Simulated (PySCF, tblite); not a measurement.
# C₆H₈BF₃O₂: infrared bands and NMR shifts

Wanted: the infrared bands and NMR shifts of C₆H₈BF₃O₂ (`C=C(/C(C)=C/B(O)O)C(F)(F)F`), by calculation.

Programs: tblite 0.8.0 and PySCF 2.14.0, with density-fitted response routines of our own. Each step states its level of theory. These are calculated values for one molecule in the gas phase, unless marked as measured. Atoms count from 0, in the outputs and in this text.

### 1 The molecule as given

20 atoms, charge 0, multiplicity 1; geometry from: GFN2-xTB.

Bonds of the start (Å): C0–C1 1.33, C1–C2 1.47, C2–C3 1.50, C2–C4 1.34, C4–B5 1.58, B5–O6 1.36, B5–O7 1.35, C1–C8 1.51, C8–F9 1.34, C8–F10 1.35, C8–F11 1.35, C0–H12 1.07, C0–H13 1.08, C3–H14 1.09, C3–H15 1.08, C3–H16 1.09, C4–H17 1.08, O6–H18 0.96, O7–H19 0.96.

### 2 Infrared spectrum with GFN2-xTB

Job settings and geometry (Å):

```
{"job": {"kind": "ir", "xc": "GFN2-xTB", "basis": "xTB"}, "charge": 0, "multiplicity": 1}
C     -2.436346    -0.747413     0.817569
C     -1.490963     0.053542     0.324471
C     -0.096239    -0.347425     0.089443
C      0.186368    -1.811991     0.221438
C      0.863984     0.542181    -0.214478
B      2.392763     0.305908    -0.512031
O      3.193244     1.351756    -0.860226
O      2.977301    -0.911710    -0.440902
C     -1.885978     1.472028    -0.017203
F     -3.207938     1.684356     0.075368
F     -1.318680     2.386441     0.795163
F     -1.553333     1.825623    -1.271996
H     -2.227765    -1.765039     1.088506
H     -3.445775    -0.407342     0.970238
H      0.032299    -2.132845     1.250112
H      1.215160    -2.009025    -0.052762
H     -0.476142    -2.386704    -0.422590
H      0.582881     1.586883    -0.273428
H      2.778486     2.210755    -0.914767
H      3.911525    -0.889300    -0.654961
```

**Question.** This job is followed by: GIAO PBE0/pcSseg-1 NMR shielding, non-relativistic, gas phase. What will the session give for the following? strongest single infrared mode (GFN2-xTB); zero-point energy (GFN2-xTB); 13C shifts against TMS (PBE0/pcSseg-1); 1H shifts against TMS (PBE0/pcSseg-1, means over atoms taken as alike); 11B shifts against BF3·OEt2 (PBE0/pcSseg-1); 17O shifts against H2O (PBE0/pcSseg-1, means over atoms taken as alike); 19F shifts against CFCl3 (PBE0/pcSseg-1, means over atoms taken as alike).

As calculated:

```
                                                                 quantity                                        value
                                strongest single infrared mode (GFN2-xTB)                        1218 cm⁻¹, 460 km/mol
                                             zero-point energy (GFN2-xTB)                                86.8 kcal/mol
                                   13C shifts against TMS (PBE0/pcSseg-1)  157.3, 148.8, 133.1, 131.2, 128.1, 18.8 ppm
   1H shifts against TMS (PBE0/pcSseg-1, means over atoms taken as alike)             6.37, 6.03, 5.97, 4.27, 2.53 ppm
                              11B shifts against BF3·OEt2 (PBE0/pcSseg-1)                                     25.3 ppm
  17O shifts against H2O (PBE0/pcSseg-1, means over atoms taken as alike)                                    122.9 ppm
19F shifts against CFCl3 (PBE0/pcSseg-1, means over atoms taken as alike)                                    -76.7 ppm
```

In words: All 54 modes are real, so the xTB geometry is a minimum. The strongest single mode, at 1218 cm⁻¹, moves mainly B5. Unscaled tight-binding wavenumbers are off by several per cent, some by more. Its intensities can rank the bands wrongly. At PBE0/pcSseg-1: The widest tensor belongs to C2: span 244 ppm, with a paramagnetic part of -229 ppm.
